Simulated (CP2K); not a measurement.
**HPbNO4 in CP2K: the effect of functional**

Crystal: HPbNO4.

```
H Pb N O
1.0
     4.12042    0.00000    0.00000
     0.00263    6.42744    0.00000
     0.00621    3.27160    7.72297
H Pb N O
2 2 2 8
Direct
  0.90366 0.21821 0.48851
  0.40337 0.78177 0.51142
  0.39455 0.30863 0.70725
  0.89489 0.69135 0.29266
  0.63409 0.19990 0.20730
  0.13386 0.80012 0.79275
  0.90829 0.32866 0.54369
  0.53792 0.39076 0.19497
  0.53483 0.11279 0.10602
  0.83718 0.08887 0.32672
  0.40817 0.67132 0.45624
  0.03774 0.60924 0.80520
  0.03429 0.88737 0.89397
  0.33716 0.91101 0.67330
```

The cell was built by a generator and needn't be a form met in nature.

Alike in all runs:

```yaml
Program: CP2K 2026.2
Task: single point
Potentials_or_basis: GTH_POTENTIALS H GTH-PBE-q1, Pb GTH-PBE-q4, N GTH-PBE-q5, O GTH-PBE-q6; DZVP-MOLOPT-SR-GTH basis
Density_cutoff: 12245 eV
k_mesh: 5 × 4 × 3
Occupations: fermi-dirac, width 0.05 eV
Spin: no spin polarisation
```

```tsv
functional	gap on the mesh (eV)	pressure (GPa)	largest force (eV/Å)
PBE	3.33	1.0	0.56
LDA	?	?	?
PBEsol	3.29	-0.4	0.42
RPBE	3.38	2.5	0.62
```

Problem. What does the run with functional LDA give?

Solution. gap on the mesh 3.23 eV; pressure -1.6 GPa; largest force 0.70 eV/Å.

Caveats: spin-orbit coupling is left out, which as a rule narrows the gap of such compounds by several tenths of an eV; an odd mesh through Γ misses points on the zone boundary, where band edges often lie; the basis of atomic orbitals isn't converged, which shifts pressures, moduli and gaps; the potentials were made for another functional, which shifts forces and pressure (some runs).
